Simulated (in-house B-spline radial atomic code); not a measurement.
**P²⁺: excited configurations**

Wanted: excitation energies of P²⁺ as differences of total energies (ΔSCF).

Method: non-relativistic r2SCAN0, spin-polarised, spherical density, exact exchange averaged over the configuration, point nucleus, basis-set limit. Code: in-house B-spline radial atomic code version 1.

### 1 Starting point

* element: phosphorus (Z = 15)
* charge: +2
* electrons: 13
* configuration: [Ne] 3s2 3p1
* Hamiltonian: non-relativistic
* nucleus: point

Outer shells as boxes (Hund's rule):

[Ne] 3s2 3p1
```
[Ne] core
3s [↑↓]
3p [↑ ][  ][  ]
```

Where spins are not typed, each open shell is filled with up spins first.

### 2 Reference run

Settings of the run:

```ini
Z = 15
electrons = 13.0
configuration = [Ne] 3s2 3p1
hamiltonian = nr
method = r2scan0
spin_polarised = True
exact_exchange = averaged over the configuration
```

Command:

```bash
python run_scf.py task.json out
```

task.json lists these runs, among others, and the program works through them in turn.

### 3 Configuration [Ne] 3s1 3p2

Changes to the settings of step 2:

```diff
@@ -2,3 +2,3 @@
 electrons = 13.0
-configuration = [Ne] 3s2 3p1
+configuration = [Ne] 3s1 3p2
 hamiltonian = nr
```

### 4 Configuration [He] 2s2 2p5 3s2 3p2

Changes to the settings of step 3:

```diff
@@ -2,3 +2,3 @@
 electrons = 13.0
-configuration = [Ne] 3s1 3p2
+configuration = [He] 2s2 2p5 3s2 3p2
 hamiltonian = nr
```

### 5 [Ne] 3s2 4d1

Changes to the settings of step 4:

```diff
@@ -2,3 +2,3 @@
 electrons = 13.0
-configuration = [He] 2s2 2p5 3s2 3p2
+configuration = [Ne] 3s2 4d1
 hamiltonian = nr
```

### 6 [Ne] 3s2 3d1

Changes to the settings of step 5:

```diff
@@ -2,3 +2,3 @@
 electrons = 13.0
-configuration = [Ne] 3s2 4d1
+configuration = [Ne] 3s2 3d1
 hamiltonian = nr
```

### 7 Configuration [He] 2s2 2p5 3s2 3p1 4d1

Changes to the settings of step 6:

```diff
@@ -2,3 +2,3 @@
 electrons = 13.0
-configuration = [Ne] 3s2 3d1
+configuration = [He] 2s2 2p5 3s2 3p1 4d1
 hamiltonian = nr
```

### 8 Configuration [Ne] 3s1 3p1 4p1

Changes to the settings of step 7:

```diff
@@ -2,3 +2,3 @@
 electrons = 13.0
-configuration = [He] 2s2 2p5 3s2 3p1 4d1
+configuration = [Ne] 3s1 3p1 4p1
 hamiltonian = nr
```

Q: How far above the reference does each configuration lie (order and size, in eV)?

As calculated:

| net move | configuration | 2|M_S|+1 | energy above the reference (eV) | largest <r> (bohr) |
| --- | --- | --- | --- | --- |
| 3s → 3p | [Ne] 3s1 3p2 | 4 | 6.064 | 1.93 |
| 3p → 3d | [Ne] 3s2 3d1 | 2 | 13.157 | 2.60 |
| 3p → 4d | [Ne] 3s2 4d1 | 2 | 20.965 | 5.85 |
| 3s → 4p | [Ne] 3s1 3p1 4p1 | 4 | 25.040 | 3.43 |
| 2p → 3p | [He] 2s2 2p5 3s2 3p2 | 4 | 132.61 | 1.79 |
| 2p → 4d | [He] 2s2 2p5 3s2 3p1 4d1 | 4 | 157.50 | 5.46 |

At the bottom stands 3s → 3p (6.064 eV), at the top 2p → 4d (157.50 eV). 2 of them lie more than 60 % above minus the reference's highest level (26.326 eV), in the range where a state can decay by emitting an electron. Two partly filled shells share a symmetry and can mix in the average, which may lower the energy, for: 3s → 4p. The reference has 2|M_S|+1 = 2; 4 of the configurations differ from it in spin. These are spherical averages at the typed spins, not spectroscopic levels.
